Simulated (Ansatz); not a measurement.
NaB, space group Fm-3m: relaxations under a series of pressures, run with Ansatz 0.2.0 through its Python package.

Script `compress.py`:
```python
'''Volume and enthalpy of NaB against pressure.'''

import warnings

import ansatz
import numpy as np
import pandas as pd

FUNCTIONAL = 'LDA'
EXTRA_BANDS = 2
KGRID = (4, 4, 4)
CUTOFF = 470

def edges_and_angles(cell):
    cell = np.asarray(cell)
    a, b, c = np.linalg.norm(cell, axis=1)
    cosines = cell[1] @ cell[2] / (b * c), cell[0] @ cell[2] / (a * c), cell[0] @ cell[1] / (a * b)
    return (a, b, c, *np.degrees(np.arccos(cosines)))

warnings.simplefilter('ignore', ansatz.DeckWarning)

system = (
    ansatz.Lattice.of([0.0, 2.683869, 2.683869], [2.683869, 0.0, 2.683869], [2.683869, 2.683869, 0.0])
    .atom('Na', [0.0, 0.0, 0.0])
    .atom('B', [0.5, 0.5, 0.5])
)

setup = (
    system.calculation()
    .functional(FUNCTIONAL)
    .scf(extra_bands=EXTRA_BANDS, algorithm='density_mixing')
    .mixing('anderson', preconditioner='kerker')
    .kpoints(*KGRID, center='gamma')  # the mesh must be finer for metals
    .basis(CUTOFF, xc_grid=2)
    .occupations(ansatz.OccupationsMethod.COLD, width=20 * ansatz.meV)
    .accuracy('low')
)

# H = F + PV, with 1 GPa A^3 = 1/160.21766 eV
rows = []
for pressure in [0, 5, 10, 20]:
    result = setup.relax(cell=True, pressure=pressure, force_tolerance=0.001).run(threads=1)
    cell = result.lattice.cell_ang
    n_atoms = len(result.lattice.sites)
    volume = abs(np.linalg.det(cell)) / n_atoms
    enthalpy = result.report['free_energy_ev'] / n_atoms + pressure * volume / 160.21766
    rows.append((pressure, volume, enthalpy, *edges_and_angles(cell)))
    print(f'{pressure} GPa done: {volume:.4f} A^3/atom')

table = pd.DataFrame(rows, columns=['P_GPa', 'V_A3_atom', 'H_eV_atom', 'a', 'b', 'c', 'alpha', 'beta', 'gamma'])
print(table.round(4).to_string(index=False))
p, v = np.array([row[0] for row in rows], float), np.array([row[1] for row in rows])
print('mean bulk modulus between rows (GPa):', np.round(-np.diff(p) / np.diff(np.log(v)), 1))
```

How far does the cell shrink over this series of pressures, and what bulk modulus does the first step imply?

The volume falls from 17.64 Å³ an atom at 0 GPa to 12.88 at 20 GPa, by 27.0 %. Between 0 and 5 GPa, -V dP/dV is about 42 GPa, a mean over that step.

The run itself:

```console
$ python compress.py
0 GPa done: 17.6374 A^3/atom
5 GPa done: 15.6671 A^3/atom
10 GPa done: 14.4486 A^3/atom
20 GPa done: 12.8835 A^3/atom
 P_GPa  V_A3_atom  H_eV_atom      a      b      c  alpha  beta  gamma
     0    17.6374  -806.1687 3.6812 3.6812 3.6812   60.0  60.0   60.0
     5    15.6671  -805.6525 3.5387 3.5387 3.5387   60.0  60.0   60.0
    10    14.4486  -805.1839 3.4445 3.4445 3.4445   60.0  60.0   60.0
    20    12.8835  -804.3351 3.3153 3.3153 3.3153   60.0  60.0   60.0
mean bulk modulus between rows (GPa): [42.2 61.8 87.2]
```

Caveats:
- The settings weren't tested for convergence.
- At a fixed pressure a relaxation lowers the enthalpy F + PV, while F alone can rise.
- For a metal this mesh is far too coarse, so the numbers only illustrate the procedure.
- Edges and angles are those of the cell as typed, here a primitive one, not of the conventional cell.
- This cell is a computed structure, which may not be the phase found in nature.
- Symmetry holds the cell in this phase, whether or not it is the stable one at each pressure.
- Run time: 7.1 s on 1 thread of Arm Neoverse V2, on a shared host, peak memory 0.37 GiB.

(Lines on the test bed's own set-up are left out of the output.)
